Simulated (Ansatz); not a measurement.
AsRhO4, space group Cmmm, a relaxation followed by a look at the electronic structure

With Ansatz 0.2.0 through its Python package.

Run as a notebook:

In [1]:
```python
import ansatz as az
from ase import Atoms
import numpy as np
```

In [2]:
```python
XC = 'LDA'
FILLING = 'Fermi-Dirac'
SIGMA = 0.15


def count_gap(report):
    # lowest empty less highest filled band, counting bands; zero where they overlap
    return max(report.get('gap_by_band_count_ev') or 0.0, 0.0)
```

In [3]:
```python
def setup_for(crystal, spacing):
    return (
        crystal.calculation()
        .functional(XC)
        .basis(34 * az.Ry)
        .occupations(FILLING, width=SIGMA)
        .kpoints(spacing=spacing)
    )
```

In [4]:
```python
atoms = Atoms(
    ['As', 'Rh', 'O', 'O', 'O', 'O'],
    scaled_positions=[
        (0.0, 0.0, 0.0),
        (0.5, 0.5, 0.5),
        (0.1848, 0.8152, 0.5),
        (0.8152, 0.1848, 0.5),
        (0.29167, 0.29167, 0.0),
        (0.70833, 0.70833, 0.0),
    ],
    cell=[
        (3.16629, -3.24591, 0.0),
        (3.16629, 3.24591, 0.0),
        (0.0, 0.0, 3.05491),
    ],
    pbc=True,
)
xtal = az.Crystal.from_ase(atoms)

len(xtal.resolved().sites)
```
Out [4]:
```text
6
```

In [5]:
```python
relaxed = setup_for(xtal, 0.34).relax(cell=True, force_tolerance=0.02, max_steps=40).checkpoint(write='relax.run').run(threads=1, pin='off')
cell = np.asarray(relaxed.lattice.cell_ang)
print('relaxed edges (A):', np.linalg.norm(cell, axis=1).round(4), ' volume:', round(abs(np.linalg.det(cell)), 3), 'A^3')
for site in relaxed.lattice.sites:
    print(' ', site.symbol, np.round(site.position_frac, 4) + 0.0)

final = az.Crystal.from_checkpoint('relax.run')
done = setup_for(final, 0.26).functional('pbesol').stress().band_table().density_of_states(energy_step=0.05).run(threads=1, pin='off')
data = done.report
```
```text
relaxed edges (A): [4.4105 4.4105 2.996 ]  volume: 58.26 A^3
  As [0. 0. 0.]
  Rh [0.5 0.5 0.5]
  O [0.1859 0.8141 0.5   ]
  O [0.8141 0.1859 0.5   ]
  O [0.294 0.294 0.   ]
  O [0.706 0.706 0.   ]
DeckWarning: crystal.checkpoint: the structure is that of relax.run, a `relax` run, at its step 7: its result, under lda at a charge of 0 e; 6 atoms read, 0 with a starting moment [...]
```

In [6]:
```python
{key: value for key, value in data.items() if isinstance(value, (int, float)) and 'ev' in key}
```
Out [6]:
```text
{'gap_by_band_count_ev': -0.07733562584374631,
 'fermi_energy_ev': 13.4876250497979,
 'harris_foulkes_ev': -13390.990204743528,
 'free_energy_ev': -13390.990204720718,
 'internal_energy_ev': -13390.913670457905,
 'lagrangian_ev': -13390.990204720718,
 'energy_sigma0_ev': -13390.95193758931,
 'lagrangian_sigma0_ev': -13390.95193758931,
 'lagrangian_above_aufbau_ev': -0.03542423455412461,
 'entropy_ts_ev': 0.07653426281326954,
 'loop_fermi_energy_ev': 13.4876250497979,
 'occupations_fermi_energy_ev': 13.48762504979553}
```

In [7]:
```python
data['converged'], data['free_energy_ev']
```
Out [7]:
```text
(True, -13390.990204720718)
```

In [8]:
```python
dos = done.density_of_states()
print(f'pressure at the relaxed cell {np.trace(data["stress_gpa"]) / 3:.3f} GPa, gap by band count {count_gap(data):.3f} eV')
if count_gap(data) == 0:
    print('states/eV at the Fermi level:', round(float(np.interp(dos.fermi_ev, dos.energies_ev, dos.spin_summed_g_bin_mean_per_ev)), 3))
```
```text
pressure at the relaxed cell 6.816 GPa, gap by band count 0.000 eV
states/eV at the Fermi level: 0.457
```

Absolute energies stand on the zero of these potentials, so only differences at equal settings mean something. A total without «per atom» is that of the whole cell that was run. The run is spin-unpolarised. For a metal this k-point mesh is coarse: on a finer one energies can move by several to tens of meV an atom and pressures by half a GPa or more, differences at one mesh by less. The zero of the levels is a convention of the potentials, so an absolute Fermi energy is no work function. A Fermi-Dirac width this large means warm electrons, whose thermal share enters the free energy. A gap by band count of zero or less means overlapping bands, a metal. This cell is a computed structure, which may not be the phase found in nature. Gaps and levels are Kohn-Sham values on a finite set of k-points, without spin-orbit coupling. Warnings are shown shortened and without file and line. Where the second run takes another functional or mesh than the relaxation, its pressure isn't zero; pressure is positive in compression. The computed bands are complete only to about 8.2 eV above the Fermi level; beyond that the density of states is undercounted. It ran for 33 s on 1 thread of Arm Neoverse V2, with other jobs on the host, peak memory 0.5 GiB.
